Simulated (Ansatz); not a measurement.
# B (hcp type): the cost of one run

Computed with Ansatz 0.2.0 (DFT LDA, with the methods named in each step, unless a step's input says otherwise).

### Step 1. The starting structure

The structure is hexagonal, space group P6_3/mmc (No. 194). The conventional cell has a = 2.100 Å, b = 2.100 Å, c = 3.403 Å, α = 90.00°, β = 90.00°, γ = 120.00°. B (site symmetry -6m2) has 12 B at 2.09 to 2.10 Å in its first shell of neighbours.

Structure file:

```
CELL_PARAMETERS angstrom
2.10039 0.00000 0.00000
-1.05019 1.81899 0.00000
0.00000 0.00000 3.40263
ATOMIC_POSITIONS crystal
B 0.33333 0.66667 0.25000
B 0.66667 0.33333 0.75000
```

Atoms are numbered in the order of the input: B1, B2.

### Step 2. The bond as given, LAPW

input.yaml

```yaml
crystal:
  lattice:
    - [2.1003865828, 0.0, 0.0]
    - [-1.0501932914, 1.8189881384, 0.0]
    - [0.0, 0.0, 3.4026262641]
  atoms:
    - { symbol: B, position: [0.3333333333, 0.6666666667, 0.25] }
    - { symbol: B, position: [0.6666666667, 0.3333333333, 0.75] }
kpoints:
  mp_grid: { grid: [16, 16, 9] }
scf:
  occupations: { method: fermi_dirac, width: 0.05 }
hamiltonian:
  xc: lda
  pseudopotentials: { kind: all_electron, lapw: { basis_error: 0.001 } }
output:
  forces: true
  stress: true
  eigenvalues: true
  populations: true
```

Launch:

```sh
$ ansatz run input.yaml --threads 1 --pin off --max-ram 2048MiB --backend cpu --events-out ev --progress --plain --runs-dir out
```

Q: Estimate wall time and peak memory on 1 thread of Arm Neoverse V1, shared host.

About 6.7 s, with a peak of 0.24 GiB.
